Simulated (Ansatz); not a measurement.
# ClH3InNO: an energy map over bond length In2–O3 and dihedral N1–In2–O3–H7

Aim: map the energy of ClH₃InNO, SMILES [NH2][In]([OH])[Cl] over two coordinates, and find its wells, ridges and stiffness.

Computed with Ansatz 0.2.0. Level: RKS PBE0-D4/def2-TZVP.

## Step 1: The system as given

SMILES `[NH2][In]([OH])[Cl]`, 7 atoms, charge 0, spin multiplicity 1.

Atoms are counted from 1 here; the program's logs count them from 0.

Bond lengths: N1–In2 2.051 Å, N1–H5 1.030 Å, N1–H6 1.029 Å, In2–O3 2.015 Å, In2–Cl4 2.375 Å, O3–H7 0.978 Å. Angles: In2–N1–H5 111.2°, In2–N1–H6 110.9°, H5–N1–H6 107.1°, N1–In2–O3 123.1°, N1–In2–Cl4 120.2°, O3–In2–Cl4 116.0°, In2–O3–H7 108.6°.

Geometry (Å):

```
N     0.1668    1.4684    0.8287
In   -0.0700   -0.3922   -0.0007
O    -0.7269   -0.6838   -1.8828
Cl    0.0984   -2.3348    1.3551
H     0.5153    2.1435    0.1337
H     0.8527    1.4434    1.5959
H    -0.8363   -1.6444   -2.0298
```

This geometry comes from a loose relaxation at PBE in a small basis, which is not shown.

## Step 2: Geometry optimisation

Contents of input.yaml:

```yaml
crystal:
  periodic: [false, false, false]
  atoms:
    - { symbol: "N", position_ang: [0.16679, 1.46838, 0.828677] }
    - { symbol: In, position_ang: [-0.070026, -0.392248, -0.000726] }
    - { symbol: O, position_ang: [-0.72691, -0.683849, -1.882799] }
    - { symbol: Cl, position_ang: [0.098367, -2.334784, 1.3551] }
    - { symbol: H, position_ang: [0.515282, 2.143519, 0.133651] }
    - { symbol: H, position_ang: [0.852738, 1.44337, 1.595869] }
    - { symbol: H, position_ang: [-0.836251, -1.644378, -2.029782] }
basis:
  gaussian: { orbitals: def2-TZVP }
hamiltonian:
  xc: pbe0
  dispersion: d4
output:
  forces: true
relax:
  f_tol: 0.003
  max_steps: 120
```

Started as:

```sh
$ ansatz run input.yaml --threads 1 --pin off --max-ram 2560MiB --backend cpu --events-out ev --progress --plain --runs-dir out
```

Log, cut to the lines that bear on the results:

```text
Warning: RAYON_NUM_THREADS=1 ignored (pool sized by the plan → 1); use --threads N
[...]
Functional definition: PBE0
[...]
1187 factors; their error is unknown
[...]
mean field -21278.43693062 eV, -781.9681341576 hartree, gradient 3.3e-5 eV, S^2 0.000000; 0 other end points of the search recorded, 0 dependent functions left out
[...]
reference -21278.43697418 eV, -781.9681357586 hartree; 28, 28 occupied and 139, 139 virtual orbitals, 1187 factors
relax step   1: F+E_penalty+E_count = -21278.54946667 eV  Δ(F+E_penalty+E_count) = +0.000e0 eV  max|allowed force component| = 7.683e-1 eV/Å  Δτ_max = 0.0000 Å  (28 SCF iters, accepted)
[...]
relax step   7: F+E_penalty+E_count = -21278.62311160 eV  Δ(F+E_penalty+E_count) = -1.707e-6 eV  max|allowed force component| = 5.199e-3 eV/Å  Δτ_max = 0.0052 Å  (34 SCF iters, accepted)
[...]
relax step   8: F+E_penalty+E_count = -21278.62311714 eV  Δ(F+E_penalty+E_count) = -5.540e-6 eV  max|allowed force component| = 9.927e-4 eV/Å  Δτ_max = 0.0021 Å  (34 SCF iters, accepted)
1187 factors; their error is unknown
mean field -21278.50835009 eV, -781.9707587747 hartree, gradient 2.2e-5 eV, S^2 0.000000; 1 other end points of the search recorded, 0 dependent functions left out
[...]
reference -21278.50839415 eV, -781.9707603939 hartree; 28, 28 occupied and 139, 139 virtual orbitals, 1187 factors
Total energy: -21278.62316120 eV, -781.9749780052 hartree
Atom 0 at     0.211800     1.422800     0.794284 Å, force    -0.000101     0.000622    -0.000326 eV/Å
Atom 1 at    -0.073989    -0.394360     0.006239 Å, force    -0.000465    -0.000993    -0.000989 eV/Å
Atom 2 at    -0.690454    -0.691428    -1.840994 Å, force     0.000137     0.000679     0.000407 eV/Å
Atom 3 at     0.091812    -2.305297     1.323820 Å, force     0.000065    -0.000208     0.000260 eV/Å
Atom 4 at     0.484699     2.142446     0.139312 Å, force    -0.000133     0.000735    -0.000657 eV/Å
Atom 5 at     0.828909     1.447832     1.593972 Å, force     0.000265    -0.000754     0.000816 eV/Å
Atom 6 at    -0.852787    -1.621983    -2.016642 Å, force     0.000232    -0.000081     0.000490 eV/Å
Dipole moment:     0.248812     0.280913    -0.045468 e Å
```

It took 65 s on 1 thread of Arm Neoverse V2, shared host; peak memory 0.37 GiB.

Step by step:

```
step  energy from step 1 (eV)  largest force component (eV/Å)
   1                   0.0000                          0.7683
   2                  -0.0629                          0.3648
   3                  -0.0709                          0.1515
   4                  -0.0735                          0.0394
   5                  -0.0732                          0.0348
   6                  -0.0736                          0.0064
   7                  -0.0736                          0.0052
   8                  -0.0736                          0.0010
```

Distances of close pairs at the start and the end, largest changes first:

```csv
bond,before (Å),after (Å),change (Å)
N1–In2,2.051,2.001,-0.050
In2–Cl4,2.375,2.327,-0.048
In2–O3,2.015,1.970,-0.045
N1–H5,1.030,1.011,-0.019
N1–H6,1.029,1.010,-0.019
O3–H7,0.978,0.961,-0.017
```

## Step 3: The grid

- bond length In2–O3: 7 values from 1.655 to 2.561 Å
- dihedral N1–In2–O3–H7: 8 values from −180 to 135 °, periodic

Nothing else is relaxed (all other coordinates rigid). Energies count from the relaxed molecule at the same level. Points are written as (first, second).

Below, 3 of the grid's runs; all are launched alike.

## Step 4: The run at (2.259 Å, −180°)

Contents of input.yaml:

```yaml
crystal:
  periodic: [false, false, false]
  atoms:
    - { symbol: "N", position_ang: [0.2118, 1.4228, 0.794284] }
    - { symbol: In, position_ang: [-0.073989, -0.39436, 0.006239] }
    - { symbol: O, position_ang: [-0.780922, -0.735024, -2.11208] }
    - { symbol: Cl, position_ang: [0.091812, -2.305297, 1.32382] }
    - { symbol: H, position_ang: [0.484699, 2.142446, 0.139312] }
    - { symbol: H, position_ang: [0.828909, 1.447832, 1.593972] }
    - { symbol: H, position_ang: [-0.860639, -1.670882, -2.314446] }
basis:
  gaussian: { orbitals: def2-TZVP }
hamiltonian:
  xc: pbe0
  dispersion: d4
output:
  forces: true
```

Started as:

```sh
$ ansatz run input.yaml --threads 1 --pin off --max-ram 2560MiB --backend cpu --events-out ev --progress --plain --runs-dir out
```

Log, cut to the lines that bear on the results:

```text
Warning: RAYON_NUM_THREADS=1 ignored (pool sized by the plan → 1); use --threads N
[...]
[... 1 set-up line as earlier in the session ...]
[...]
1187 factors; their error is unknown
[...]
mean field -21277.94977033 eV, -781.9502313472 hartree, gradient 2.5e-5 eV, S^2 0.000000; 0 other end points of the search recorded, 0 dependent functions left out
[...]
reference -21277.94981375 eV, -781.9502329430 hartree; 28, 28 occupied and 139, 139 virtual orbitals, 1187 factors
Total energy: -21278.06268910 eV, -781.9543810354 hartree
Atom 0 at     0.211800     1.422800     0.794284 Å, force    -0.080367     0.043242    -0.141519 eV/Å
Atom 1 at    -0.073989    -0.394360     0.006239 Å, force    -0.865698    -0.751769    -2.580035 eV/Å
Atom 2 at    -0.780922    -0.735024    -2.112080 Å, force     0.876190     0.794961     2.538656 eV/Å
Atom 3 at     0.091812    -2.305297     1.323820 Å, force    -0.024107     0.102212    -0.110481 eV/Å
Atom 4 at     0.484699     2.142446     0.139312 Å, force    -0.014852     0.012975    -0.013315 eV/Å
Atom 5 at     0.828909     1.447832     1.593972 Å, force     0.032015    -0.064157     0.012760 eV/Å
Atom 6 at    -0.860639    -1.670882    -2.314446 Å, force     0.076819    -0.137464     0.293934 eV/Å
Dipole moment:     0.343616     0.316067     0.178422 e Å
```

Run time: 6.7 s. Hardware: 1 thread of Arm Neoverse V2, shared host; peak memory 0.36 GiB.

On the map this point reads 54 kJ/mol.

## Step 5: The run at (1.957 Å, −180°)

Contents of input.yaml:

```yaml
crystal:
  periodic: [false, false, false]
  atoms:
    - { symbol: "N", position_ang: [0.2118, 1.4228, 0.794284] }
    - { symbol: In, position_ang: [-0.073989, -0.39436, 0.006239] }
    - { symbol: O, position_ang: [-0.686414, -0.689481, -1.828887] }
    - { symbol: Cl, position_ang: [0.091812, -2.305297, 1.32382] }
    - { symbol: H, position_ang: [0.484699, 2.142446, 0.139312] }
    - { symbol: H, position_ang: [0.828909, 1.447832, 1.593972] }
    - { symbol: H, position_ang: [-0.766131, -1.625339, -2.031253] }
basis:
  gaussian: { orbitals: def2-TZVP }
hamiltonian:
  xc: pbe0
  dispersion: d4
output:
  forces: true
```

Started as:

```sh
$ ansatz run input.yaml --threads 1 --pin off --max-ram 2560MiB --backend cpu --events-out ev --progress --plain --runs-dir out
```

Log, cut to the lines that bear on the results:

```text
Warning: RAYON_NUM_THREADS=1 ignored (pool sized by the plan → 1); use --threads N
[...]
[... 1 set-up line as earlier in the session ...]
[...]
1187 factors; their error is unknown
[...]
mean field -21278.50517876 eV, -781.9706422305 hartree, gradient 3.9e-5 eV, S^2 0.000000; 0 other end points of the search recorded, 0 dependent functions left out
[...]
reference -21278.50522291 eV, -781.9706438531 hartree; 28, 28 occupied and 139, 139 virtual orbitals, 1187 factors
Total energy: -21278.62011166 eV, -781.9748659369 hartree
Atom 0 at     0.211800     1.422800     0.794284 Å, force    -0.001999     0.001808     0.010035 eV/Å
Atom 1 at    -0.073989    -0.394360     0.006239 Å, force     0.084842     0.060793     0.245526 eV/Å
Atom 2 at    -0.686414    -0.689481    -1.828887 Å, force    -0.052044    -0.063406    -0.252181 eV/Å
Atom 3 at     0.091812    -2.305297     1.323820 Å, force     0.007281    -0.006787     0.005349 eV/Å
Atom 4 at     0.484699     2.142446     0.139312 Å, force     0.000785    -0.002068    -0.000631 eV/Å
Atom 5 at     0.828909     1.447832     1.593972 Å, force    -0.004634     0.001896     0.001611 eV/Å
Atom 6 at    -0.766131    -1.625339    -2.031253 Å, force    -0.034231     0.007764    -0.009708 eV/Å
Dipole moment:     0.268347     0.277209    -0.064082 e Å
```

Wall time 6.3 s (1 thread of Arm Neoverse V2, shared host); peak memory 0.36 GiB.

On the map this point reads 0.29 kJ/mol.

## Step 6: Grid point (1.655 Å, 0°)

Contents of input.yaml:

```yaml
crystal:
  periodic: [false, false, false]
  atoms:
    - { symbol: "N", position_ang: [0.2118, 1.4228, 0.794284] }
    - { symbol: In, position_ang: [-0.073989, -0.39436, 0.006239] }
    - { symbol: O, position_ang: [-0.591906, -0.643939, -1.545694] }
    - { symbol: Cl, position_ang: [0.091812, -2.305297, 1.32382] }
    - { symbol: H, position_ang: [0.484699, 2.142446, 0.139312] }
    - { symbol: H, position_ang: [0.828909, 1.447832, 1.593972] }
    - { symbol: H, position_ang: [-0.734902, 0.184596, -2.010689] }
basis:
  gaussian: { orbitals: def2-TZVP }
hamiltonian:
  xc: pbe0
  dispersion: d4
output:
  forces: true
```

Started as:

```sh
$ ansatz run input.yaml --threads 1 --pin off --max-ram 2560MiB --backend cpu --events-out ev --progress --plain --runs-dir out
```

Log, cut to the lines that bear on the results:

```text
Warning: RAYON_NUM_THREADS=1 ignored (pool sized by the plan → 1); use --threads N
[...]
[... 1 set-up line as earlier in the session ...]
[...]
1187 factors; their error is unknown
[...]
mean field -21276.55816963 eV, -781.8990909648 hartree, gradient 3.8e-5 eV, S^2 0.000000; 0 other end points of the search recorded, 0 dependent functions left out
[...]
reference -21276.55821405 eV, -781.8990925971 hartree; 28, 28 occupied and 139, 139 virtual orbitals, 1187 factors
Total energy: -21276.67690461 eV, -781.9034543947 hartree
Atom 0 at     0.211800     1.422800     0.794284 Å, force     0.138600     0.193641     0.359373 eV/Å
Atom 1 at    -0.073989    -0.394360     0.006239 Å, force     4.596978     1.600573    13.871545 eV/Å
Atom 2 at    -0.591906    -0.643939    -1.545694 Å, force    -4.636298    -1.568991   -13.812567 eV/Å
Atom 3 at     0.091812    -2.305297     1.323820 Å, force     0.055767     0.033181     0.104158 eV/Å
Atom 4 at     0.484699     2.142446     0.139312 Å, force     0.065023     0.019352     0.053218 eV/Å
Atom 5 at     0.828909     1.447832     1.593972 Å, force    -0.036349     0.144649     0.009874 eV/Å
Atom 6 at    -0.734902     0.184596    -2.010689 Å, force    -0.183721    -0.422405    -0.585601 eV/Å
Dipole moment:     0.171013     0.735713    -0.395004 e Å
```

Run time: 7.1 s. Hardware: 1 thread of Arm Neoverse V2, shared host; peak memory 0.36 GiB.

On the map this point reads 188 kJ/mol.

## Step 7: The map

56 points were computed. Energies in kJ/mol, from the relaxed molecule at the same level:

| dihedral N1–In2–O3–H7 (°) ↓, bond length In2–O3 (Å) → | 1.655 | 1.806 | 1.957 | 2.108 | 2.259 | 2.410 | 2.561 |
| --- | --- | --- | --- | --- | --- | --- | --- |
| 135 | 189 | 46 | 8 | 22 | 59 | 105 | 153 |
| 90 | 200 | 55 | 16 | 28 | 64 | 109 | 156 |
| 45 | 194 | 50 | 12 | 25 | 62 | 108 | 155 |
| 0 | 188 | 45 | 8 | 22 | 59 | 106 | 154 |
| −45 | 195 | 51 | 12 | 25 | 62 | 107 | 155 |
| −90 | 198 | 54 | 14 | 27 | 63 | 108 | 155 |
| −135 | 185 | 43 | 6 | 20 | 57 | 104 | 152 |
| −180 | 177 | 36 | 0 | 16 | 54 | 101 | 150 |

On the same grid, dipole moment (D):

| dihedral N1–In2–O3–H7 (°) ↓, bond length In2–O3 (Å) → | 1.655 | 1.806 | 1.957 | 2.108 | 2.259 | 2.410 | 2.561 |
| --- | --- | --- | --- | --- | --- | --- | --- |
| 135 | 2.97 | 2.77 | 2.74 | 2.85 | 3.08 | 3.37 | 3.69 |
| 90 | 3.79 | 3.61 | 3.55 | 3.61 | 3.78 | 4.00 | 4.26 |
| 45 | 4.18 | 4.00 | 3.94 | 3.99 | 4.13 | 4.34 | 4.58 |
| 0 | 4.09 | 3.92 | 3.86 | 3.91 | 4.06 | 4.28 | 4.53 |
| −45 | 3.59 | 3.41 | 3.36 | 3.44 | 3.62 | 3.87 | 4.15 |
| −90 | 2.79 | 2.58 | 2.55 | 2.68 | 2.94 | 3.25 | 3.58 |
| −135 | 2.03 | 1.79 | 1.78 | 1.99 | 2.34 | 2.73 | 3.13 |
| −180 | 2.12 | 1.89 | 1.88 | 2.07 | 2.40 | 2.78 | 3.17 |

Energy (kJ/mol) at eleven even steps along the easiest path on the interpolated surface, from (1.957 Å, −180°): 0, 1, 4, 7, 12, 14, 14, 13, 10, 9, 7.

## Step 8: Results

```
               quantity                                                                         value
           lowest point                                                 (1.957 Å, −180°), 0.29 kJ/mol
 highest computed point                                   (1.655 Å, 90°), 200 kJ/mol above the lowest
      dipole moment (D)  1.78 at (1.957 Å, −135°) to 4.58 at (2.561 Å, 45°); 1.88 at the lowest point
time for the whole task                                              7.6 min on 1 thread, shared host
```

The lowest computed point is at (1.957 Å, −180°), 0.29 kJ/mol from the relaxed molecule at the same level. The grid is coarse, so the lowest point of the scanned range may lie between grid points; coordinates that were held can hide deeper minima. A higher local minimum lies near (1.957 Å, 0°) (8 kJ/mol above the lowest at that grid point). The highest computed point, (1.655 Å, 90°), lies 200 kJ/mol above the lowest. On the interpolated surface the easiest way out of the lowest well to the well at (1.957 Å, 0°) passes a barrier of about 14 kJ/mol. Round the minimum the two coordinates are nearly uncoupled.
